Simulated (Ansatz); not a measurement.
# Pd (fcc type): how the settings move a single-point run

Aim: see which settings change the result for Pd (fcc type), by how much, and at what cost.

Computed with Ansatz 0.2.0 (reference: DFT, LDA, all-electron PAW with datasets made for the crystal, scalar-relativistic, unless a step's input says otherwise).

### Step 1. The structure to begin with

The structure is cubic, space group Fm-3m (No. 225). Conventional cell: a = 2.944 Å, b = 2.944 Å, c = 2.944 Å, α = 90.00°, β = 90.00°, γ = 90.00°. Around Pd (site symmetry m-3m) lie 12 Pd at 2.08 Å.

Coordinates:

```
CELL_PARAMETERS angstrom
0.00000 1.47183 1.47183
1.47183 0.00000 1.47183
1.47183 1.47183 0.00000
ATOMIC_POSITIONS crystal
Pd 0.00000 0.00000 0.00000
```

### Step 2. Baseline

input.yaml reads:

```yaml
crystal:
  lattice:
    - [0.0, 1.4718310428, 1.4718310428]
    - [1.4718310428, 0.0, 1.4718310428]
    - [1.4718310428, 1.4718310428, 0.0]
  atoms:
    - { symbol: Pd, position: [0.0, 0.0, 0.0] }
kpoints:
  mp_grid: { grid: [17, 17, 17] }
scf:
  occupations: { method: fermi_dirac, width: 0.1 }
hamiltonian:
  xc: lda
  pseudopotentials: { kind: all_electron, datasets: crystal }
output:
  forces: true
  stress: true
  eigenvalues: true
```

Command:

```sh
ansatz run input.yaml --threads 1 --pin off --max-ram 2048MiB --backend cpu --events-out ev --progress --plain --runs-dir out
```

### Step 3. A further run, with the input changed

input.yaml, as its differences from that of step 2:

```diff
@@ -11,2 +11,3 @@
   occupations: { method: fermi_dirac, width: 0.1 }
+  algorithm: direct_min
 hamiltonian:
```

(Steps that only read results are left out.)

Q: Predict the outcome of this session. Wanted: for each run, ending; energy change.

**Answer**, as computed:

| run | ending | energy change | cycles | time |
| --- | --- | --- | --- | --- |
| reference | converged | - | 8 | 5 s |
| 1: scf.algorithm direct_min | refused | - | - | 0.15 s |

Residual by cycle in the longest SCF loop of each run; runs are numbered as in the table. The quantity is the density residual dr2, in eV.

| cycle | reference |
| --- | --- |
| 1 | 0.0871 |
| 2 | 0.0193 |
| 3 | 6.6e-4 |
| 4 | 3.2e-7 |
| 5 | 2.8e-5 |
| 6 | 7.5e-6 |
| 7 | 5.8e-7 |
| 8 | 7.5e-9 |

What this shows: With the changed solver the run ends refused. The structure is not at rest: the sound run finds 1336 GPa, so these are no properties of the relaxed crystal.  1 of the 1 altered inputs did not end normally.
